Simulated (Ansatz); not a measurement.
# C6H14Cl2Ge: up Jacob's ladder to CCSD(T)

The task here is to estimate one member of a computed series from the others.

Program: Ansatz 0.2.0, Gaussian basis. Level of theory: functionals in def2-TZVPP, the program's frozen cores in correlated methods. These are calculated values, not measurements.

The runs, in order: PBE-D4, r2SCAN-D4, PBE0-D4, B3LYP-D4, ωB97X-V, ωB97M-V, B2PLYP; CCSD(T)/def2-TZVPP; MP2/def2-QZVPP; extrapolation to the limit.

### The relaxed structure

All runs share one geometry, relaxed beforehand with PBE0-D4 in a triple-zeta def2 set.

SMILES `C[CH](C)[Ge]([Cl])([Cl])[CH](C)C`, 23 atoms, charge 0, spin multiplicity 1.

Atoms are counted from 1 here; the program's logs count them from 0.

Bond lengths: C1–C2 1.521 Å, C1–H10 1.092 Å, C1–H11 1.093 Å, C1–H12 1.095 Å, C2–C3 1.523 Å, C2–Ge4 1.961 Å, C2–H13 1.097 Å, C3–H14 1.093 Å, C3–H15 1.095 Å, C3–H16 1.093 Å, Ge4–Cl5 2.167 Å, Ge4–Cl6 2.168 Å, Ge4–C7 1.962 Å, C7–C8 1.522 Å, C7–C9 1.524 Å, C7–H17 1.095 Å, C8–H18 1.091 Å, C8–H19 1.095 Å and more. Angles: C2–C1–H10 112.0°, C2–C1–H11 111.0°, C2–C1–H12 110.0°, H10–C1–H11 107.9°, H10–C1–H12 108.0°, H11–C1–H12 107.7°, C1–C2–C3 112.1°, C1–C2–Ge4 110.9°, C1–C2–H13 109.2°, C3–C2–Ge4 110.8°, C3–C2–H13 109.5°, Ge4–C2–H13 104.0°, C2–C3–H14 112.5°, C2–C3–H15 110.1°, C2–C3–H16 111.3°, H14–C3–H15 107.4°, H14–C3–H16 108.0°, H15–C3–H16 107.4° and more.

The first run:

The input, in.yaml:

```yaml
crystal:
  periodic: [false, false, false]
  atoms:
    - {symbol: C, position_ang: [1.554861, -0.798761, -2.350105]}
    - {symbol: C, position_ang: [1.147538, -0.539623, -0.907644]}
    - {symbol: C, position_ang: [0.941816, -1.832532, -0.128748]}
    - {symbol: Ge, position_ang: [-0.455673, 0.586472, -0.824130]}
    - {symbol: Cl, position_ang: [-2.025346, -0.419987, -1.927430]}
    - {symbol: Cl, position_ang: [-0.014977, 2.410026, -1.910271]}
    - {symbol: C, position_ang: [-1.177446, 1.142557, 0.912956]}
    - {symbol: C, position_ang: [-1.904834, 0.016653, 1.633128]}
    - {symbol: C, position_ang: [-0.065026, 1.753650, 1.755909]}
    - {symbol: H, position_ang: [1.722447, 0.129123, -2.900256]}
    - {symbol: H, position_ang: [0.786476, -1.369343, -2.878223]}
    - {symbol: H, position_ang: [2.480774, -1.381759, -2.379516]}
    - {symbol: H, position_ang: [1.921762, 0.062841, -0.417401]}
    - {symbol: H, position_ang: [0.734159, -1.654942, 0.929040]}
    - {symbol: H, position_ang: [1.841616, -2.453020, -0.186931]}
    - {symbol: H, position_ang: [0.114465, -2.416416, -0.541332]}
    - {symbol: H, position_ang: [-1.898124, 1.924144, 0.650034]}
    - {symbol: H, position_ang: [-2.693103, -0.420594, 1.017685]}
    - {symbol: H, position_ang: [-2.365650, 0.396286, 2.550539]}
    - {symbol: H, position_ang: [-1.221884, -0.785976, 1.923787]}
    - {symbol: H, position_ang: [0.689858, 1.008141, 2.024187]}
    - {symbol: H, position_ang: [0.438310, 2.574024, 1.238897]}
    - {symbol: H, position_ang: [-0.472318, 2.150836, 2.690826]}
basis:
  gaussian: {orbitals: def2-TZVPP}
hamiltonian: {xc: pbe, dispersion: d4}
output: {forces: true, orbitals: {seedname: orbitals}}
```

Among the steps run: PBE-D4 (GGA); r2SCAN-D4 (meta-GGA); PBE0-D4 (hybrid); B3LYP-D4 (hybrid); ωB97X-V (range-separated); ωB97M-V (range-separated); B2PLYP (double hybrid); CCSD(T) in def2-TZVPP; MP2 in def2-QZVPP.

One table of the session follows, with a row left open; its other results are not shown here.

```
            method  atomisation energy (eV)
            PBE-D4                   92.692
         r2SCAN-D4                   91.530
           PBE0-D4                   91.823
          B3LYP-D4                   90.989
           ωB97X-V                   91.442
           ωB97M-V                   91.390
            B2PLYP                        ?
     HF/def2-TZVPP                   68.770
    MP2/def2-TZVPP                   90.579
   CCSD/def2-TZVPP                   88.234
CCSD(T)/def2-TZVPP                   89.448
           MP2/CBS                   92.453
       CCSD(T)/CBS                   91.322
```

**Question.** Estimate the row for B2PLYP.

The run gave: atomisation energy (eV): 90.067. In the column «atomisation energy (eV)» it lies between CCSD(T)/def2-TZVPP (89.448) and MP2/def2-TZVPP (90.579).
